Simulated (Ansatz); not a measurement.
# Si2H5O3 radical: up Jacob's ladder to CCSD(T)

One table from this session's results is given with a row withheld; the runs are named, their logs left out.

Program: Ansatz 0.2.0, Gaussian basis. Level of theory: functionals in def2-TZVPP, the program's frozen cores in correlated methods. These are calculated values, not measurements.

The runs, in order: PBE-D4, r2SCAN-D4, PBE0-D4, B3LYP-D4, ωB97X-V, ωB97M-V, B2PLYP; CCSD(T)/def2-TZVPP; MP2/def2-QZVPP; extrapolation to the limit.

## Structure used throughout

The geometry comes from an earlier relaxation with PBE0-D4 in a triple-zeta def2 set; it is a stationary point, not always the lowest conformer.

SMILES `O[SiH][SiH](O)O`, 10 atoms, charge 0, spin multiplicity 2.

Atoms are counted from 1 here; the program's logs count them from 0.

Bond lengths: O1–Si2 1.658 Å, O1–H6 0.961 Å, Si2–Si3 2.333 Å, Si2–H7 1.490 Å, Si3–O4 1.646 Å, Si3–O5 1.653 Å, Si3–H8 1.497 Å, O4–H9 0.958 Å, O5–H10 0.959 Å. Angles: Si2–O1–H6 114.3°, O1–Si2–Si3 110.0°, O1–Si2–H7 105.8°, Si3–Si2–H7 116.3°, Si2–Si3–O4 108.0°, Si2–Si3–O5 100.1°, Si2–Si3–H8 119.9°, O4–Si3–O5 114.2°, O4–Si3–H8 106.9°, O5–Si3–H8 108.0°, Si3–O4–H9 117.4°, Si3–O5–H10 118.6°.

The first run:

Input file in.yaml:

```yaml
crystal:
  periodic: [false, false, false]
  atoms:
    - {symbol: O, position_ang: [-1.690753, -0.243794, -1.927733]}
    - {symbol: Si, position_ang: [-0.447536, -1.091862, -1.232458]}
    - {symbol: Si, position_ang: [0.534849, 0.174845, 0.462905]}
    - {symbol: O, position_ang: [1.301961, -0.857935, 1.489502]}
    - {symbol: O, position_ang: [-0.808656, 0.893169, 1.103142]}
    - {symbol: H, position_ang: [-2.226627, 0.253529, -1.304022]}
    - {symbol: H, position_ang: [0.445488, -1.497428, -2.353811]}
    - {symbol: H, position_ang: [1.513864, 1.252886, 0.116759]}
    - {symbol: H, position_ang: [2.069745, -0.526519, 1.957031]}
    - {symbol: H, position_ang: [-0.692324, 1.643100, 1.688686]}
basis:
  gaussian: {orbitals: def2-TZVPP}
magnetization: {spin_polarized: true, initial_magnetization: 1}
hamiltonian: {xc: pbe, dispersion: d4}
output: {forces: true, orbitals: {seedname: orbitals}}
```

Run with:

```bash
$ ansatz run in.yaml --threads 2 --pin off --events-out ev --progress --plain --max-ram 32768MiB --backend cpu
```

Among the steps run: PBE-D4 (GGA); r2SCAN-D4 (meta-GGA); PBE0-D4 (hybrid); B3LYP-D4 (hybrid); ωB97X-V (range-separated); ωB97M-V (range-separated); B2PLYP (double hybrid); CCSD(T) in def2-TZVPP; MP2 in def2-QZVPP.

One table of the session follows, with a row left open; its other results are not shown here.

It belongs to the step «Atomisation energies». 

| method | atomisation energy (eV) |
| --- | --- |
| PBE-D4 | 37.579 |
| r2SCAN-D4 | 37.303 |
| PBE0-D4 | 36.675 |
| B3LYP-D4 | 36.976 |
| ωB97X-V | 37.269 |
| ωB97M-V | 37.178 |
| B2PLYP | 36.640 |
| HF/def2-TZVPP | 26.027 |
| MP2/def2-TZVPP | ? |
| CCSD/def2-TZVPP | 35.492 |
| CCSD(T)/def2-TZVPP | 36.076 |
| MP2/CBS | 38.273 |
| CCSD(T)/CBS | 37.359 |

Estimate the missing values for MP2/def2-TZVPP.

**Answer.** atomisation energy (eV): 36.990. In the column «atomisation energy (eV)» it lies between B3LYP-D4 (36.976) and ωB97M-V (37.178).
